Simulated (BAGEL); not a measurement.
# doublet BCl2F+ at 4 levels

Wanted: a comparison of 4 runs (UHF/STO-3G, ROHF/6-31G*, ROHF/6-311+G**, UHF/6-311+G**) of doublet BCl2F+. 

The results are computed with BAGEL 1.2.2.

2 further runs of the same task are left out: 2 set aside as unsound or not needed.

## (1) Starting point

BCl2F+: 4 atoms, total charge +1, spin state doublet. SMILES of the parent species: `FB(Cl)Cl`. Geometry: relaxed at PBE0-D4/def2-TZVP. That shape belongs to the parent species and isn't relaxed for this state.

Bond lengths: F1–B2 1.310 Å, B2–Cl3 1.739 Å, B2–Cl4 1.739 Å. Angles: F1–B2–Cl3 119.3°, F1–B2–Cl4 119.3°, Cl3–B2–Cl4 121.5°.

## (2) A single-point energy at UHF/STO-3G (density fitting with cc-pvqz-jkfit) (run 1)

input.json

```json
{ "bagel" : [

{
  "title" : "molecule",
  "basis" : "sto-3g",
  "df_basis" : "cc-pvqz-jkfit",
  "angstrom" : "true",
  "geometry" : [
    { "atom" : "F", "xyz" : [       0.114370,      -1.165320,      -0.781190 ] },
    { "atom" : "B", "xyz" : [       0.007910,      -0.080610,      -0.054040 ] },
    { "atom" : "Cl", "xyz" : [      -1.549540,       0.373780,       0.571420 ] },
    { "atom" : "Cl", "xyz" : [       1.427260,       0.872140,       0.263810 ] }
  ]
},

{
  "title" : "uhf",
  "charge" : 1,
  "nopen" : 1
},

{
  "title" : "print",
  "file" : "orbitals.molden",
  "orbitals" : "true"
}

]}
```

The run is started by

```bash
$ BAGEL_NUM_THREADS=1 BAGEL input.json > input.out
```

The program printed:

```text
* using 1 threads per process

  ===============================================================
  ===============================================================

  *** Geometry ***

  { "atom" : "F", "xyz" : [      0.216128,     -2.202136,     -1.476235 ] },
  { "atom" : "B", "xyz" : [      0.014948,     -0.152331,     -0.102121 ] },
  { "atom" : "Cl", "xyz" : [     -2.928206,      0.706342,      1.079827 ] },
  { "atom" : "Cl", "xyz" : [      2.697131,      1.648106,      0.498529 ] },

  Number of auxiliary basis functions:      508

  Since a DF basis is specified, we compute 2- and 3-index integrals:
    o Being stored without compression. Storage requirement is 0.003 GB

  Number of basis functions:       28
  Number of electrons      :       48

    * METHOD: MOLECULE                             0.14

  *** Open-shell HF ***

  === Nuclear Repulsion ===
   181.6690727857

      * DIIS with orbital gradients will be used.

  === UHF iteration (sto-3g) ===
      0      -1031.17588375          0.04147777           0.03
      1      -1031.28639062          0.01578541           0.03
      2      -1031.30035331          0.00658729           0.03
      3      -1031.30348963          0.00149657           0.03
      4      -1031.30507068          0.00097070           0.03
      5      -1031.30620562          0.00053266           0.03
      6      -1031.30656675          0.00017114           0.03
      7      -1031.30657062          0.00004823           0.03
      8      -1031.30657194          0.00001403           0.03
      9      -1031.30657211          0.00000277           0.03
     10      -1031.30657214          0.00000083           0.03
     11      -1031.30657215          0.00000039           0.03
     12      -1031.30657216          0.00000027           0.03
     13      -1031.30657216          0.00000021           0.03
     14      -1031.30657216          0.00000013           0.03
     15      -1031.30657216          0.00000010           0.03
     16      -1031.30657216          0.00000011           0.03
     17      -1031.30657216          0.00000008           0.03
     18      -1031.30657216          0.00000004           0.03
     19      -1031.30657216          0.00000001           0.03
     20      -1031.30657216          0.00000000           0.03
    * SCF iteration converged.

    * S^2 (UHF) is 0.7681

    * Permanent dipole moment:
           (    0.005020,    -0.051160,    -0.034288) a.u.

    * METHOD: UHF                                  0.71

    * METHOD: PRINT                                0.00

  ===============================================================
```

Run time: 1 s. Hardware: 1 thread of Arm Neoverse V2, shared host.

## (3) The energy at ROHF/6-31G(d) (density fitting with cc-pvqz-jkfit, spherical functions) (run 2)

input.json

```json
{ "bagel" : [

{
  "title" : "molecule",
  "basis" : "6-31gs.json",
  "df_basis" : "cc-pvqz-jkfit",
  "angstrom" : true,
  "geometry" : [
    { "atom" : "F", "xyz" : [    0.114370,   -1.165320,   -0.781190 ] },
    { "atom" : "B", "xyz" : [    0.007910,   -0.080610,   -0.054040 ] },
    { "atom" : "Cl", "xyz" : [   -1.549540,    0.373780,    0.571420 ] },
    { "atom" : "Cl", "xyz" : [    1.427260,    0.872140,    0.263810 ] }
  ]
},
{ "title" : "rohf", "charge" : 1, "nopen" : 1 },
{ "title" : "print", "file" : "orbitals.molden", "orbitals" : true }

]}
```

The basis set 6-31G* is read from a file made from the Basis Set Exchange's data (not shown).

The run is started by

```bash
$ BAGEL_NUM_THREADS=1 BAGEL input.json > input.out
```

The program printed:

```text
* using 1 threads per process

  ===============================================================
  ===============================================================

  *** Geometry ***

  { "atom" : "F", "xyz" : [      0.216128,     -2.202136,     -1.476235 ] },
  { "atom" : "B", "xyz" : [      0.014948,     -0.152331,     -0.102121 ] },
  { "atom" : "Cl", "xyz" : [     -2.928206,      0.706342,      1.079827 ] },
  { "atom" : "Cl", "xyz" : [      2.697131,      1.648106,      0.498529 ] },

  Number of auxiliary basis functions:      508

  Since a DF basis is specified, we compute 2- and 3-index integrals:
    o Being stored without compression. Storage requirement is 0.017 GB

  Number of basis functions:       64
  Number of electrons      :       48

    * METHOD: MOLECULE                             0.19

  *** Open-shell HF ***

  === Nuclear Repulsion ===
   181.6690727857

      * DIIS with orbital gradients will be used.

  === ROHF iteration (6-31gs.json) ===
      0      -1042.64927632          0.04081161           0.08
      1      -1042.73310557          0.02742641           0.08
      2      -1042.76080562          0.01747869           0.08
      3      -1042.78044019          0.00080615           0.08
      4      -1042.78051166          0.00021697           0.08
      5      -1042.78051041          0.00006613           0.08
      6      -1042.78051447          0.00002927           0.08
      7      -1042.78051381          0.00001723           0.08
      8      -1042.78051449          0.00001043           0.08
      9      -1042.78051445          0.00000262           0.08
     10      -1042.78051485          0.00000076           0.08
     11      -1042.78051493          0.00000035           0.08
     12      -1042.78051494          0.00000012           0.08
     13      -1042.78051494          0.00000006           0.08
     14      -1042.78051494          0.00000006           0.08
     15      -1042.78051494          0.00000006           0.08
     16      -1042.78051494          0.00000004           0.08
     17      -1042.78051494          0.00000003           0.08
     18      -1042.78051494          0.00000002           0.08
     19      -1042.78051494          0.00000001           0.08
     20      -1042.78051494          0.00000000           0.08
    * SCF iteration converged.

    * S^2 (ROHF) is 0.7500

    * Permanent dipole moment:
           (    0.052769,    -0.537634,    -0.360406) a.u.

    * METHOD: ROHF                                 1.79

    * METHOD: PRINT                                0.01

  ===============================================================
```

Run time: 2.1 s. Hardware: 1 thread of Arm Neoverse V2, shared host; peak memory 0.092 GiB.

## (4) The energy at ROHF/6-311+G(d,p) (density fitting with cc-pvqz-jkfit) (run 3)

job.json

```json
{ "bagel": [

{
  "title": "molecule",
  "basis": "6-311+gss.json",
  "df_basis": "cc-pvqz-jkfit",
  "angstrom": true,
  "geometry": [
    { "atom": "F", "xyz": [       0.114370,      -1.165320,      -0.781190 ] },
    { "atom": "B", "xyz": [       0.007910,      -0.080610,      -0.054040 ] },
    { "atom": "Cl", "xyz": [      -1.549540,       0.373780,       0.571420 ] },
    { "atom": "Cl", "xyz": [       1.427260,       0.872140,       0.263810 ] }
  ]
},

{
  "title": "rohf",
  "charge": 1,
  "nopen": 1
},

{
  "title": "print",
  "file": "orbitals.molden",
  "orbitals": true
}

]}
```

The basis set 6-311+G** is read from a file made from the Basis Set Exchange's data (not shown).

The run is started by

```bash
$ BAGEL_NUM_THREADS=1 BAGEL job.json > job.out
```

The program printed:

```text
* using 1 threads per process

  ===============================================================
  ===============================================================

  *** Geometry ***

  { "atom" : "F", "xyz" : [      0.216128,     -2.202136,     -1.476235 ] },
  { "atom" : "B", "xyz" : [      0.014948,     -0.152331,     -0.102121 ] },
  { "atom" : "Cl", "xyz" : [     -2.928206,      0.706342,      1.079827 ] },
  { "atom" : "Cl", "xyz" : [      2.697131,      1.648106,      0.498529 ] },

  Number of auxiliary basis functions:      508

  Since a DF basis is specified, we compute 2- and 3-index integrals:
    o Being stored without compression. Storage requirement is 0.044 GB

  Number of basis functions:      104
  Number of electrons      :       48

    * METHOD: MOLECULE                             0.22

  *** Open-shell HF ***

  === Nuclear Repulsion ===
   181.6690727857

      * DIIS with orbital gradients will be used.

  === ROHF iteration (6-311+gss.json) ===
      0      -1042.65934181          0.04894225           0.15
      1      -1042.78095204          0.03662996           0.15
      2      -1042.83184377          0.02456623           0.15
      3      -1042.87328783          0.00096203           0.15
      4      -1042.87339718          0.00030702           0.15
      5      -1042.87340524          0.00010237           0.15
      6      -1042.87341602          0.00004304           0.15
      7      -1042.87341614          0.00002406           0.15
      8      -1042.87341713          0.00001430           0.15
      9      -1042.87341739          0.00000536           0.15
     10      -1042.87341766          0.00000165           0.15
     11      -1042.87341789          0.00000041           0.15
     12      -1042.87341789          0.00000015           0.15
     13      -1042.87341790          0.00000007           0.15
     14      -1042.87341790          0.00000004           0.15
     15      -1042.87341790          0.00000004           0.15
     16      -1042.87341790          0.00000004           0.15
     17      -1042.87341790          0.00000004           0.15
     18      -1042.87341790          0.00000004           0.15
     19      -1042.87341790          0.00000002           0.15
     20      -1042.87341790          0.00000001           0.15
     21      -1042.87341790          0.00000000           0.15
    * SCF iteration converged.

    * S^2 (ROHF) is 0.7500

    * Permanent dipole moment:
           (    0.058545,    -0.596485,    -0.399859) a.u.

    * METHOD: ROHF                                 3.44

    * METHOD: PRINT                                0.02

  ===============================================================
```

Run time: 3.9 s. Hardware: 1 thread of Arm Neoverse V2, shared host; peak memory 0.14 GiB.

## (5) A single-point energy at UHF/6-311+G(d,p) (density fitting with cc-pvqz-jkfit) (run 4)

input.json

```json
{ "bagel": [

{
  "title": "molecule",
  "basis": "6-311+gss.json",
  "df_basis": "cc-pvqz-jkfit",
  "angstrom": true,
  "geometry": [
    { "atom": "F", "xyz": [       0.114370,      -1.165320,      -0.781190 ] },
    { "atom": "B", "xyz": [       0.007910,      -0.080610,      -0.054040 ] },
    { "atom": "Cl", "xyz": [      -1.549540,       0.373780,       0.571420 ] },
    { "atom": "Cl", "xyz": [       1.427260,       0.872140,       0.263810 ] }
  ]
},

{ "title": "uhf", "charge": 1, "nopen": 1 },

{ "title": "print", "file": "orbitals.molden", "orbitals": true }

]}
```

The basis set 6-311+G** is read from a file made from the Basis Set Exchange's data (not shown).

The run is started by

```bash
$ BAGEL_NUM_THREADS=1 BAGEL input.json > input.out
```

The program printed:

```text
* using 1 threads per process

  ===============================================================
  ===============================================================

  *** Geometry ***

  { "atom" : "F", "xyz" : [      0.216128,     -2.202136,     -1.476235 ] },
  { "atom" : "B", "xyz" : [      0.014948,     -0.152331,     -0.102121 ] },
  { "atom" : "Cl", "xyz" : [     -2.928206,      0.706342,      1.079827 ] },
  { "atom" : "Cl", "xyz" : [      2.697131,      1.648106,      0.498529 ] },

  Number of auxiliary basis functions:      508

  Since a DF basis is specified, we compute 2- and 3-index integrals:
    o Being stored without compression. Storage requirement is 0.044 GB

  Number of basis functions:      104
  Number of electrons      :       48

    * METHOD: MOLECULE                             0.22

  *** Open-shell HF ***

  === Nuclear Repulsion ===
   181.6690727857

      * DIIS with orbital gradients will be used.

  === UHF iteration (6-311+gss.json) ===
      0      -1042.65934181          0.04894225           0.15
      1      -1042.78789974          0.03665704           0.15
      2      -1042.84105987          0.02456107           0.15
      3      -1042.88240561          0.00096740           0.15
      4      -1042.88279233          0.00032199           0.15
      5      -1042.88284984          0.00010340           0.15
      6      -1042.88286371          0.00003959           0.15
      7      -1042.88286726          0.00001930           0.15
      8      -1042.88286800          0.00001246           0.15
      9      -1042.88286834          0.00000717           0.15
     10      -1042.88286847          0.00000345           0.15
     11      -1042.88286849          0.00000167           0.15
     12      -1042.88286850          0.00000060           0.15
     13      -1042.88286850          0.00000020           0.15
     14      -1042.88286850          0.00000010           0.15
     15      -1042.88286850          0.00000006           0.15
     16      -1042.88286850          0.00000004           0.15
     17      -1042.88286850          0.00000004           0.15
     18      -1042.88286850          0.00000004           0.15
     19      -1042.88286850          0.00000004           0.15
     20      -1042.88286850          0.00000003           0.15
     21      -1042.88286850          0.00000003           0.15
     22      -1042.88286850          0.00000003           0.15
     23      -1042.88286850          0.00000004           0.15
     24      -1042.88286850          0.00000003           0.15
     25      -1042.88286850          0.00000001           0.15
    * SCF iteration converged.

    * S^2 (UHF) is 0.7841

    * Permanent dipole moment:
           (    0.057879,    -0.589722,    -0.395324) a.u.

    * METHOD: UHF                                  3.99

    * METHOD: PRINT                                0.02

  ===============================================================
```

Run time: 4.5 s. Hardware: 1 thread of Arm Neoverse V2, shared host; peak memory 0.14 GiB.

## (6) Overview of the runs

```
run                                                                  level   energy (Eh)   ⟨S²⟩  wall time
  1                        UHF/STO-3G (density fitting with cc-pvqz-jkfit)  -1031.306572  0.768        1 s
  2  ROHF/6-31G* (density fitting with cc-pvqz-jkfit, spherical functions)  -1042.780515  0.750      2.1 s
  3                    ROHF/6-311+G** (density fitting with cc-pvqz-jkfit)  -1042.873418  0.750      3.9 s
  4                     UHF/6-311+G** (density fitting with cc-pvqz-jkfit)  -1042.882869  0.784      4.5 s
```

## (7) Summary of results

| quantity | value |
| --- | --- |
| run 4: total energy | -1042.88287 Eh |
| run 4: ⟨S²⟩ | 0.784 |

In run 1 the basis is minimal, so the values are rough. All runs together took 12 s, the longest 4.5 s.
